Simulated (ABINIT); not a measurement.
The system is Ti3Se.

```
CELL_PARAMETERS angstrom
3.19745 0.00000 0.00000
-1.59872 2.76907 0.00000
0.00000 0.00000 7.94275
ATOMIC_POSITIONS crystal
Se 0.00000 0.00000 0.00000
Ti 0.66667 0.33333 0.50000
Ti 0.33333 0.66667 0.77290
Ti 0.33333 0.66667 0.22710
```

The cell comes from a database or a generator and needn't be the stable form of this composition.

| Quantity | Value |
| --- | --- |
| Program | ABINIT 10.8.3 (patched build) |
| Task | relaxation of cell and atoms |
| Functional | PBEsol |
| Potentials or basis | JTH PAW PBE v2.0 |
| Cutoff | 408 eV |
| k mesh | 10 × 10 × 4 |
| Occupations | fermi-dirac, width 0.05 eV |
| Spin | no spin polarisation |

At the start: pressure -4.1 GPa; volume 17.58 Å³/atom.

Problem. How do energy, volume and symmetry change on relaxing?

Solution. Over 6 steps the energy falls by 8.2 meV/atom and the volume is 16.96 Å³/atom (-3.5 %); space group P-6m2 (No. 187, to 0.05 Å).

Step by step:
```tsv
step	energy change (eV)	largest force (eV/Å)	pressure (GPa)	volume (Å³)
1	0.0000	0.0750	-4.11	70.32
2	-0.0189	0.0269	-2.72	69.44
3	-0.0325	0.0636	0.10	67.81
4	-0.0326	0.0525	-0.01	67.87
5	-0.0329	0.0209	-0.14	67.90
6	-0.0330	0.0041	-0.09	67.86
```

Final structure:
```cif
data_structure
_symmetry_space_group_name_H-M 'P 1'
_symmetry_Int_Tables_number 1
_cell_length_a 3.1564
_cell_length_b 3.1564
_cell_length_c 7.8644
_cell_angle_alpha 90.000
_cell_angle_beta 90.000
_cell_angle_gamma 120.000
_cell_volume 67.86
loop_
_atom_site_label
_atom_site_type_symbol
_atom_site_fract_x
_atom_site_fract_y
_atom_site_fract_z
_atom_site_occupancy
Se1 Se 0.00000 0.00000 0.00000 1
Ti1 Ti 0.66667 0.33333 0.50000 1
Ti2 Ti 0.33333 0.66667 0.77255 1
Ti3 Ti 0.33333 0.66667 0.22745 1
```

Caveat: the PAW data sets were made with another functional, which shifts forces and pressure a little.
